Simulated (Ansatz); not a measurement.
# Cr (bcc type): the cost of one run

Method: DFT, PBE, all-electron LAPW, scalar-relativistic, in Ansatz 0.2.0.

## 1. The system as given

It takes space group Im-3m (No. 229, cubic). Conventional cell: a = 2.848 Å, b = 2.848 Å, c = 2.848 Å, α = 90.00°, β = 90.00°, γ = 90.00°. Cr (site symmetry m-3m) has 8 Cr at 2.47 Å in its first shell of neighbours.

Coordinates:

```xyz
3
Lattice="0.0000 2.8485 -2.8485 -2.8485 0.0000 2.8485 1.4242 1.4242 1.4242" Properties=species:S:1:pos:R:3 pbc="T T T"
Cr    0.0000    0.0000    0.0000
Cr   -1.4242    1.4242    1.4242
Cr    0.0000    2.8485    0.0000
```

Atoms are numbered in the order of the input: Cr1, Cr2, Cr3.

## 2. Bulk in the slab's orientation, LAPW

Input file input.yaml:

```yaml
crystal:
  lattice:
    - [0.0, 2.848488888, -2.848488888]
    - [-2.848488888, 0.0, 2.848488888]
    - [1.424244444, 1.424244444, 1.424244444]
  atoms:
    - { symbol: Cr, position: [0.0, 0.0, 0.0], spin: 2.0 }
    - { symbol: Cr, position: [0.333333333, 0.666666667, 0.333333333], spin: 2.0 }
    - { symbol: Cr, position: [0.666666667, 0.333333333, 0.666666667], spin: 2.0 }
magnetization:
  spin_polarized: true
kpoints:
  mp_grid: { grid: [10, 10, 13] }
scf:
  occupations: { method: fermi_dirac, width: 0.08 }
hamiltonian:
  xc: pbe
  pseudopotentials: { kind: all_electron, lapw: { basis_error: 0.001 } }
output:
  forces: true
  stress: true
  eigenvalues: true
```

Started as:

```console
> ansatz run input.yaml --threads 2 --pin off --max-ram 6144MiB --backend cpu --events-out ev --progress --plain --runs-dir out
```

Q: Estimate wall time and peak memory on 2 threads of Intel Xeon Platinum 8259CL at 2.50GHz (Skylake/Cascade Lake), shared host.

About 1.7 min, with a peak of 0.99 GiB.
